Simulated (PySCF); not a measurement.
# C3H11PSSi2: the cost of one run

Computed with PySCF 2.14.0, with density-fitted response routines of our own, on a single molecule in the gas phase. Atoms count from 0, in the outputs and in this text.

**1. Starting geometry**

18 atoms, charge 0, multiplicity 1; geometry from: GFN2-xTB.

Bonds of the start (Å): C0–S1 1.81, S1–C2 1.83, C2–C3 1.52, C3–Si4 1.92, Si4–P5 2.25, P5–Si6 2.24, Si6–C2 1.92, C0–H7 1.09, C0–H8 1.09, C0–H9 1.09, C2–H10 1.09, C3–H11 1.09, C3–H12 1.09, Si4–H13 1.46, Si4–H14 1.47, P5–H15 1.38, Si6–H16 1.46, Si6–H17 1.47.

**2. Excited states and response: CAM-B3LYP/def2-SVPD**

The job: settings as JSON, then the geometry in Å.

```
{"job": {"kind": "uv", "xc": "CAM-B3LYP", "basis": "def2-SVPD", "nstates": 8, "ntriplets": 3}, "charge": 0, "multiplicity": 1}
C     -2.578870    -0.855366    -0.449647
S     -1.545949    -1.612735     0.833699
C      0.004585    -0.637097     0.741897
C     -0.201709     0.851253     0.970965
Si     1.467533     1.773126     0.788933
P      2.425480     0.739666    -0.964138
Si     1.013642    -0.997911    -0.853548
H     -3.459400    -1.484152    -0.533693
H     -2.874179     0.145664    -0.147713
H     -2.044187    -0.835809    -1.393793
H      0.560730    -1.052366     1.588664
H     -0.893589     1.245655     0.222845
H     -0.655221     1.025930     1.947805
H      1.245357     3.180944     0.459080
H      2.255769     1.643558     2.017503
H      3.435109     0.135935    -0.245221
H      1.657024    -2.303421    -0.731931
H      0.179114    -0.956556    -2.057643
```

Level: TDDFT CAM-B3LYP/def2-SVPD, vertical, gas phase, core orbitals frozen in the response.

The run is started by

```
$ OMP_NUM_THREADS=1 python probes_run.py task.json out
```

One launch serves the whole session: the jobs run in the order shown.

**Question.** How long does this job take on 1 thread of Intel Xeon at 2.50GHz, shared host, and how much memory does it need?

About 2.8 min, with a peak of 1.2 GiB.
